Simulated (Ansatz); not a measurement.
# SnB₂H₅F: how energies converge with the basis set

How large a basis does SnB₂H₅F need? Two functionals are run in growing sets.

Method: one geometry, several basis sets; program: Ansatz 0.2.0, Gaussian basis.

The runs, in order: PBE0-D4/def2-SVP; ωB97M-V/def2-SVP; PBE0-D4/def2-QZVPP; ωB97M-V/def2-QZVPP; the functionals' def2-TZVPP values are taken from earlier runs.

### 1 The relaxed structure

The geometry comes from an earlier relaxation with PBE0-D4 in a triple-zeta def2 set; it is a stationary point, not always the lowest conformer. Sn takes the def2 core potential; no spin-orbit term is included.

9 atoms, charge 0, spin multiplicity 1.

Atoms are counted from 1 here; the program's logs count them from 0.

Bond lengths: B1–Sn2 2.238 Å, B1–H5 1.194 Å, B1–H6 1.194 Å, Sn2–B3 2.277 Å, Sn2–H7 1.712 Å, Sn2–H8 1.711 Å, B3–F4 1.317 Å, B3–H9 1.202 Å. Angles: Sn2–B1–H5 120.6°, Sn2–B1–H6 120.7°, H5–B1–H6 118.7°, B1–Sn2–B3 109.5°, B1–Sn2–H7 111.1°, B1–Sn2–H8 111.6°, B3–Sn2–H7 107.6°, B3–Sn2–H8 109.3°, H7–Sn2–H8 107.6°, Sn2–B3–F4 119.5°, Sn2–B3–H9 123.9°, F4–B3–H9 116.7°.

### 2 PBE0-D4 in def2-SVP

Input file in.yaml:

```yaml
crystal:
  periodic: [false, false, false]
  atoms:
    - {symbol: B, position_ang: [-0.981904, 1.640077, 0.017035]}
    - {symbol: Sn, position_ang: [0.696171, 0.213155, -0.379378]}
    - {symbol: B, position_ang: [0.166670, -1.835828, 0.460802]}
    - {symbol: F, position_ang: [-0.471694, -2.702168, -0.298986]}
    - {symbol: H, position_ang: [-1.851910, 1.794579, -0.785873]}
    - {symbol: H, position_ang: [-1.049118, 2.227725, 1.054338]}
    - {symbol: H, position_ang: [2.138242, 0.730189, 0.385635]}
    - {symbol: H, position_ang: [1.021956, 0.071523, -2.053297]}
    - {symbol: H, position_ang: [0.419988, -2.185554, 1.582621]}
basis:
  gaussian: {orbitals: def2-SVP}
hamiltonian: {xc: pbe0, dispersion: d4}
output: {orbitals: {seedname: orbitals}}
```

Started as:

```sh
$ ansatz run in.yaml --threads 2 --pin off --events-out ev --progress --plain --max-ram 4352MiB
```

The runs that follow: ωB97M-V in def2-SVP; PBE0-D4 in def2-QZVPP; ωB97M-V in def2-QZVPP.

Before running them: what should the planned runs give, taken together? Wanted: PBE0-D4: double and triple zeta above quadruple; ωB97M-V: double and triple zeta above quadruple.

The runs gave:

| quantity | value |
| --- | --- |
| PBE0-D4: double and triple zeta above quadruple | 5.39, 0.29 eV |
| ωB97M-V: double and triple zeta above quadruple | 5.62, 0.27 eV |

In words: PBE0-D4 gains 5.11 eV from double to triple zeta, then 0.29 eV more. These are total energies; as a rule much of such shifts cancels in differences, which this series doesn't test.
